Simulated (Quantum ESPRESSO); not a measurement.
Runs of Quantum ESPRESSO 7.5 on Ta4Al. It takes space group Im-3m (No. 229, cubic). Conventional cell: a = 5.930 Å, b = 5.930 Å, c = 5.930 Å, α = 90.00°, β = 90.00°, γ = 90.00°. Ta (site symmetry -3m) is surrounded by 2 Al at 2.57 Å. Al (site symmetry m-3m) is surrounded by 8 Ta at 2.57 Å. The cell was built by a generator and needn't be a form met in nature.

| U | gap on the mesh (eV) | pressure (GPa) |
| --- | --- | --- |
| Ta d U = 8.0 eV | none | 15.2 |
| Ta d U = 4.0 eV | none | (a) |
| Ta d U = 6.0 eV | none | (b) |
| Ta d U = 0.0001 eV | none | -8.3 |
| Ta d U = 2.0 eV | none | -6.2 |

Alike in all rows: task Hubbard U by linear response; level LDA+U; potentials or basis PseudoDojo 0.4.1 SR LDA standard; no spin polarisation; cell as given; k mesh 4 × 4 × 4; cutoff (eV) 789; smearing cold 0.2 eV; the mesh is coarse, so values aren't converged.

Estimate the missing entries.

(a) -2.8; (b) 2.5.

Caveats: all runs use coarse meshes; U without spin polarisation on a metal has little footing; the U is typed as a test and isn't derived for this compound.

A k mesh can miss the band edges, and the runs leave out spin-orbit coupling on Ta.

A gap of «none» marks a metal or a gap under the smearing width.

Not every run made on this cell is shown here.
